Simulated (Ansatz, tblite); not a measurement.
**Ge(CF3)H3 (CH₃F₃Ge): removing an electron**

What does removing an electron cost or gain for Ge(CF3)H3 (CH₃F₃Ge)? Each charged state is run at several levels.

Method: as each input shows; program: Ansatz 0.2.0, Gaussian basis.

Levels to be run: charge +1 doublet, at the geometry of the singlet (PBE0-D4/def2-TZVP, PBE-D4/def2-TZVP, r2SCAN-D4/def2-TZVP); the starting singlet's energies come from earlier runs.

## Step 1: The structure

The geometry is that of the singlet, from an earlier relaxation (PBE0-D4/def2-SVP).

8 atoms, charge 0, spin multiplicity 1.

Atoms are counted from 1 here; the program's logs count them from 0.

Bond lengths: Ge1–C2 1.995 Å, Ge1–H6 1.533 Å, Ge1–H7 1.533 Å, Ge1–H8 1.533 Å, C2–F3 1.339 Å, C2–F4 1.339 Å, C2–F5 1.339 Å. Angles: C2–Ge1–H6 107.5°, C2–Ge1–H7 107.5°, C2–Ge1–H8 107.5°, H6–Ge1–H7 111.4°, H6–Ge1–H8 111.4°, H7–Ge1–H8 111.4°, Ge1–C2–F3 111.5°, Ge1–C2–F4 111.5°, Ge1–C2–F5 111.6°, F3–C2–F4 107.3°, F3–C2–F5 107.3°, F4–C2–F5 107.3°.

## Step 2: Charge +1 doublet at the fixed geometry, first pass, PBE0-D4/def2-SVP

in.yaml

```yaml
crystal:
  periodic: [false, false, false]
  atoms:
    - {symbol: Ge, position_ang: [-0.002335, 0.002997, -1.009122]}
    - {symbol: C, position_ang: [0.002260, -0.003073, 0.986169]}
    - {symbol: F, position_ang: [-1.237825, 0.101432, 1.481144]}
    - {symbol: F, position_ang: [0.715730, 1.017576, 1.479174]}
    - {symbol: F, position_ang: [0.532319, -1.132296, 1.473564]}
    - {symbol: H, position_ang: [1.457810, -0.044507, -1.473802]}
    - {symbol: H, position_ang: [-0.691569, 1.294367, -1.464679]}
    - {symbol: H, position_ang: [-0.776401, -1.236497, -1.472448]}
basis:
  gaussian: {orbitals: def2-SVP}
total_charge: 1
magnetization: {spin_polarized: true, initial_magnetization: 1}
hamiltonian: {xc: pbe0, dispersion: d4}
output: {orbitals: {seedname: orbitals}}
```

Run with:

```console
> ansatz run in.yaml --threads 4 --pin off --events-out ev --progress --plain --max-ram 3916MiB
```

Standard output:

```text
Functional definition: PBE0
  name "PBE0"
  cite "Adamo & Barone, J. Chem. Phys. 110, 6158 (1999) doi:10.1063/1.478522"
  cite "Perdew, Burke & Ernzerhof, Phys. Rev. Lett. 77, 3865 (1996) doi:10.1103/PhysRevLett.77.3865"
  parent pbe
  parameter a = 0.25
  parameter kappa = 0.804
  parameter beta = 0.06672455060314922
  exchange = (1 - a)*pbe_x(kappa = kappa, mu = beta*pi^2/3) + a*exact_x
  correlation = pbe_c(beta = beta)
1009 factors; integrals over basis functions are off by at most 1.3e-3 eV
mean field evaluation 1: about -65703.8815 eV, gradient 4.7e1 eV
mean field evaluation 2: about -65684.2649 eV, gradient 8.5e1 eV
mean field evaluation 4: about -65711.6805 eV, gradient 8.2e0 eV
mean field evaluation 8: about -65712.3278 eV, gradient 1.2e0 eV
mean field evaluation 16: about -65712.5477 eV, gradient 1.9e-1 eV
mean field evaluation 32: about -65712.5495 eV, gradient 8.3e-5 eV
mean field -65712.54946585 eV, -2414.8916513041 hartree, gradient 1.3e-5 eV, S^2 0.753293; 2 other end points of the search recorded, 0 dependent functions left out
reference -65712.54948542 eV, -2414.8916520232 hartree; 34, 33 occupied and 69, 70 virtual orbitals, 1009 factors
Total energy: -65712.64870905 eV, -2414.8952984244 hartree
```

Wall time 4.9 s (4 threads of Arm Neoverse N1, shared host).

HOMO -16.18 eV, LUMO -14.05 eV (over both spins); ⟨S²⟩ 0.753 (pure: 0.75).

## Step 3: Charge +1 doublet at the fixed geometry, PBE0-D4/def2-TZVP

start.molden holds the orbitals of an earlier run on this state, given as this run's starting guess.

Changes to in.yaml since step 2:

```diff
@@ -12,3 +12,3 @@
 basis:
-  gaussian: {orbitals: def2-SVP}
+  gaussian: {orbitals: def2-TZVP, initial_orbitals: start.molden}
 total_charge: 1
@@ -16,2 +16,3 @@
 hamiltonian: {xc: pbe0, dispersion: d4}
+scf: {omitted_lower_state_checks: [starts]}
 output: {orbitals: {seedname: orbitals}}
```

The command is unchanged.

Standard output:

```text
Functional definition: PBE0
  name "PBE0"
  cite "Adamo & Barone, J. Chem. Phys. 110, 6158 (1999) doi:10.1063/1.478522"
  cite "Perdew, Burke & Ernzerhof, Phys. Rev. Lett. 77, 3865 (1996) doi:10.1103/PhysRevLett.77.3865"
  parent pbe
  parameter a = 0.25
  parameter kappa = 0.804
  parameter beta = 0.06672455060314922
  exchange = (1 - a)*pbe_x(kappa = kappa, mu = beta*pi^2/3) + a*exact_x
  correlation = pbe_c(beta = beta)
these checks for a lower state are left out or cut short: starts
1181 factors; their error is unknown
mean field evaluation 1: about -65725.6507 eV, gradient 1.7e2 eV
mean field evaluation 2: about -65730.4376 eV, gradient 4.7e0 eV
mean field evaluation 4: about -65730.8053 eV, gradient 2.3e-1 eV
mean field evaluation 8: about -65730.8055 eV, gradient 1.3e-5 eV
mean field -65730.80546068 eV, -2415.5625467399 hartree, gradient 1.3e-5 eV, S^2 0.753756; 0 other end points of the search recorded, 0 dependent functions left out
reference -65730.80548414 eV, -2415.5625476019 hartree; 34, 33 occupied and 156, 157 virtual orbitals, 1181 factors
Total energy: -65730.90470777 eV, -2415.5661940031 hartree
Checks for a lower state left out: starts
```

Wall time 7.5 s (4 threads of Arm Neoverse N1, shared host); peak memory 0.61 GiB.

HOMO -16.13 eV, LUMO -13.93 eV (over both spins); ⟨S²⟩ 0.754 (pure: 0.75).

## Step 4: Charge +1 doublet at the fixed geometry, PBE-D4/def2-TZVP

Changes to in.yaml since step 3:

```diff
@@ -15,3 +15,3 @@
 magnetization: {spin_polarized: true, initial_magnetization: 1}
-hamiltonian: {xc: pbe0, dispersion: d4}
+hamiltonian: {xc: pbe, dispersion: d4}
 scf: {omitted_lower_state_checks: [starts]}
```

The command is unchanged.

Standard output:

```text
Functional definition: PBE
  name "PBE"
  cite "Perdew, Burke & Ernzerhof, Phys. Rev. Lett. 77, 3865 (1996) doi:10.1103/PhysRevLett.77.3865"
  parent pbe
  parameter kappa = 0.804
  parameter beta = 0.06672455060314922
  exchange = pbe_x(kappa = kappa, mu = beta*pi^2/3)
  correlation = pbe_c(beta = beta)
these checks for a lower state are left out or cut short: starts
1138 factors; their error is unknown
mean field evaluation 1: about -65729.5624 eV, gradient 9.3e0 eV
mean field evaluation 2: about -65729.7504 eV, gradient 2.1e-1 eV
mean field evaluation 4: about -65729.7267 eV, gradient 9.1e-4 eV
mean field evaluation 8: about -65729.7267 eV, gradient 1.9e-5 eV
mean field -65729.72674559 eV, -2415.5229046916 hartree, gradient 1.2e-5 eV, S^2 0.751324; 0 other end points of the search recorded, 0 dependent functions left out
reference -65729.72677670 eV, -2415.5229058348 hartree; 34, 33 occupied and 156, 157 virtual orbitals, 1138 factors
Total energy: -65729.84580178 eV, -2415.5272799258 hartree
Checks for a lower state left out: starts
```

It took 5.5 s on 4 threads of Arm Neoverse N1, shared host.

From the report: HOMO -14.77 eV, LUMO -14.59 eV (over both spins); ⟨S²⟩ 0.751 (pure: 0.75).

## Step 5: Charge +1 doublet at the fixed geometry, r2SCAN-D4/def2-TZVP

Changes to in.yaml since step 4:

```diff
@@ -15,3 +15,3 @@
 magnetization: {spin_polarized: true, initial_magnetization: 1}
-hamiltonian: {xc: pbe, dispersion: d4}
+hamiltonian: {xc: r2scan, dispersion: d4}
 scf: {omitted_lower_state_checks: [starts]}
```

Same command.

Standard output:

```text
Functional definition: r2SCAN
  name "r2SCAN"
  cite "Furness, Kaplan, Ning, Perdew & Sun, J. Phys. Chem. Lett. 11, 8208 (2020) doi:10.1021/acs.jpclett.0c02405"
  cite "Furness, Kaplan, Ning, Perdew & Sun, J. Phys. Chem. Lett. 11, 9248 (2020) doi:10.1021/acs.jpclett.0c03077"
  parent r2scan
  parameter k0 = 0.174
  parameter k1 = 0.065
  parameter a1 = 4.9479
  exchange = r2scan_x(k0 = k0, k1 = k1, a1 = a1)
  correlation = r2scan_c
these checks for a lower state are left out or cut short: starts
1138 factors; their error is unknown
mean field evaluation 1: about -65742.9823 eV, gradient 5.3e0 eV
mean field evaluation 2: about -65743.0351 eV, gradient 7.1e-2 eV
mean field evaluation 4: about -65743.0159 eV, gradient 3.2e-4 eV
mean field -65743.01592020 eV, -2416.0112728505 hartree, gradient 2.2e-5 eV, S^2 0.753275; 0 other end points of the search recorded, 0 dependent functions left out
reference -65743.01593021 eV, -2416.0112732185 hartree; 34, 33 occupied and 156, 157 virtual orbitals, 1138 factors
Total energy: -65743.04360329 eV, -2416.0122901854 hartree
Checks for a lower state left out: starts
```

Run time: 11 s. Hardware: 4 threads of Arm Neoverse N1, shared host.

Report: HOMO -15.15 eV, LUMO -14.61 eV (over both spins); ⟨S²⟩ 0.753 (pure: 0.75).

## Step 6: Vertical ionisation energy

Charged state less starting state, singlet to doublet; the starting state's energies are those of its earlier runs.

```
              level  vertical ionisation energy (eV)   time
   PBE-D4/def2-TZVP                           +11.23  7.8 s
r2SCAN-D4/def2-TZVP                           +11.43   15 s
  PBE0-D4/def2-TZVP                           +11.66   12 s
```

Times add the two runs; a level without a time comes out of a correlated run.

Beside −ε(HOMO) of the starting state:

```
              level  −ε(HOMO) (eV)  by difference (eV)  mismatch (eV)
   PBE-D4/def2-TZVP           7.83               11.23          -3.40
r2SCAN-D4/def2-TZVP           8.18               11.43          -3.25
  PBE0-D4/def2-TZVP           9.35               11.66          -2.31
```

## Step 7: Results

| quantity | value |
| --- | --- |
| vertical ionisation energy, functionals in def2-TZVP | 11.23 (PBE-D4) to 11.66 eV (PBE0-D4) |

In words: The vertical ionisation energy spans 11.23 to 11.66 eV over the functionals. −ε(HOMO) misses the level's own difference by -2.31 eV at best (PBE0-D4) and -3.40 eV at worst (PBE-D4).
